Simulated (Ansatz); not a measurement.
# SiCl3O (SMILES [O][Si](Cl)(Cl)Cl) at UB3LYP/6-31G(d) (Cartesian functions)

Aim: the energy change on altering one bond length of SiCl3O at UB3LYP/6-31G* (Cartesian functions), from 2 runs. 

Program for the calculation: Ansatz 0.2.0.

61 further runs of the same task are left out: 10 that didn't finish, 51 set aside as unsound or not needed. Runs told in other sessions of the task aren't counted.

### 1 The system as given

The species is SiCl3O (5 atoms), meant as a doublet with charge 0. As SMILES, `[O][Si](Cl)(Cl)Cl`. Geometry: relaxed at PBE0-D4/def2-TZVP.

Bond lengths: O1–Si2 1.645 Å, Si2–Cl3 2.018 Å, Si2–Cl4 2.020 Å, Si2–Cl5 2.018 Å. Angles: O1–Si2–Cl3 111.8°, O1–Si2–Cl4 100.7°, O1–Si2–Cl5 111.8°, Cl3–Si2–Cl4 111.9°, Cl3–Si2–Cl5 108.6°, Cl4–Si2–Cl5 111.9°.

### 2 The energy at UB3LYP/6-31G(d) (Cartesian functions)

Input file input.yaml:

```yaml
crystal:
  periodic: [false, false, false]
  atoms:
    - symbol: O
      position_ang: [0.815000, -1.070800, 1.039300]
    - symbol: Si
      position_ang: [0.038600, -0.018800, 0.041000]
    - symbol: Cl
      position_ang: [-1.536500, 0.855600, 0.950500]
    - symbol: Cl
      position_ang: [-0.542800, -1.265500, -1.438700]
    - symbol: Cl
      position_ang: [1.275600, 1.425900, -0.633600]
basis:
  gaussian:
    orbitals: "6-31G*"
magnetization:
  spin_polarized: true
  initial_magnetization: 1
accuracy: high
output: {orbitals: {seedname: orbitals}}
hamiltonian:
  xc: {name: B3LYP}
```

Started as:

```sh
$ ansatz run input.yaml --threads 1 --pin off --max-ram 3480MiB --events-out events.jsonl --progress --plain --runs-dir runs
```

Standard output:

```text
Warning: RAYON_NUM_THREADS=1 ignored (pool sized by the plan → 1); use --threads N
Functional definition: B3LYP
  name "B3LYP"
  parameter a0 = 0.2
  parameter ax = 0.72
  parameter ac = 0.81
  exchange = (1 - a0 - ax)*slater_x + ax*b88_x + a0*exact_x
  correlation = (1 - ac)*vwn_rpa_c + ac*lyp_c
1801 factors; integrals over basis functions are off by at most 5.8e-9 eV
mean field evaluation 1: about -47482.4894 eV, gradient 4.8e1 eV
mean field evaluation 2: about -47309.0272 eV, gradient 1.4e2 eV
mean field evaluation 4: about -47494.4577 eV, gradient 9.2e0 eV
mean field evaluation 8: about -47494.8803 eV, gradient 3.9e-1 eV
mean field evaluation 16: about -47494.9504 eV, gradient 2.3e-3 eV
mean field evaluation 32: about -47494.9504 eV, gradient 6.5e-6 eV
mean field -47494.95039879 eV, -1745.4072339218 hartree, gradient 8.8e-8 eV, S^2 0.753333; 2 other end points of the search recorded, 0 dependent functions left out
reference -47494.95043689 eV, -1745.4072353220 hartree; 37, 36 occupied and 54, 55 virtual orbitals, 1801 factors
Total energy: -47494.95043689 eV, -1745.4072353220 hartree
```

Wall time 32 s (1 thread of Arm Neoverse V2, shared host); peak memory 0.55 GiB.

### 3 The distorted shape, same level

Input file molecule.yaml:

```yaml
crystal:
  periodic: [false, false, false]
  atoms:
    - {symbol: O, position_ang: [-0.174576, -2.226532, 1.578967]}
    - {symbol: Si, position_ang: [-0.950976, -1.174532, 0.580667]}
    - {symbol: Cl, position_ang: [-2.526076, -0.300132, 1.490167]}
    - {symbol: Cl, position_ang: [-1.532376, -2.421232, -0.899033]}
    - {symbol: Cl, position_ang: [1.275600, 1.425900, -0.633600]}
basis:
  gaussian:
    orbitals: "6-31G*"
magnetization:
  spin_polarized: true
  initial_magnetization: 1
hamiltonian:
  xc: {name: B3LYP}
accuracy: high
output: {orbitals: {seedname: orbitals}}
```

Started as:

```sh
$ ansatz run molecule.yaml --threads 1 --pin off --max-ram 3480MiB --events-out events.jsonl --progress --plain --runs-dir runs
```

Standard output:

```text
Warning: RAYON_NUM_THREADS=1 ignored (pool sized by the plan → 1); use --threads N
Functional definition: B3LYP
  name "B3LYP"
  parameter a0 = 0.2
  parameter ax = 0.72
  parameter ac = 0.81
  exchange = (1 - a0 - ax)*slater_x + ax*b88_x + a0*exact_x
  correlation = (1 - ac)*vwn_rpa_c + ac*lyp_c
1737 factors; integrals over basis functions are off by at most 3.2e-9 eV
mean field evaluation 1: about -47481.5258 eV, gradient 4.7e1 eV
mean field evaluation 2: about -47310.4132 eV, gradient 1.4e2 eV
mean field evaluation 4: about -47480.2726 eV, gradient 4.0e1 eV
mean field evaluation 8: about -47491.4598 eV, gradient 5.8e-1 eV
mean field evaluation 16: about -47491.5218 eV, gradient 9.6e-2 eV
mean field evaluation 32: about -47491.6155 eV, gradient 1.6e-3 eV
mean field evaluation 64: about -47491.4770 eV, gradient 4.3e0 eV
mean field -47491.61554359 eV, -1745.2846802536 hartree, gradient 2.2e-8 eV, S^2 0.954140; 7 other end points of the search recorded, 0 dependent functions left out
reference -47491.61558653 eV, -1745.2846818319 hartree; 37, 36 occupied and 54, 55 virtual orbitals, 1737 factors
Total energy: -47491.61558653 eV, -1745.2846818319 hartree
```

Run time: 52 s. Hardware: 1 thread of Arm Neoverse V2, shared host; peak memory 0.54 GiB.

### 4 Results

Level: UB3LYP/6-31G* (Cartesian functions).

```
                                                           quantity           value
                                          first shape: total energy  -1745.40724 Eh
                    first shape: HOMO energy (highest over α and β)        -9.22 eV
                     first shape: LUMO energy (lowest over α and β)        -6.11 eV
                                                  first shape: ⟨S²⟩           0.753
                                      distorted shape: total energy  -1745.28468 Eh
                distorted shape: HOMO energy (highest over α and β)        -8.21 eV
                 distorted shape: LUMO energy (lowest over α and β)        -6.84 eV
                                              distorted shape: ⟨S²⟩           0.954
energy change with the Si2–Cl5 bond stretched from 2.018 to 3.632 Å        3.335 eV
```

In words: With the Si2–Cl5 bond stretched from 2.018 to 3.632 Å the energy rises by 3.33 eV (77 kcal/mol). The first shape isn't relaxed at this level, so the change isn't measured from a minimum. ⟨S²⟩ (distorted shape) is 0.95 where a pure doublet has 0.75: the reference is spin-contaminated.
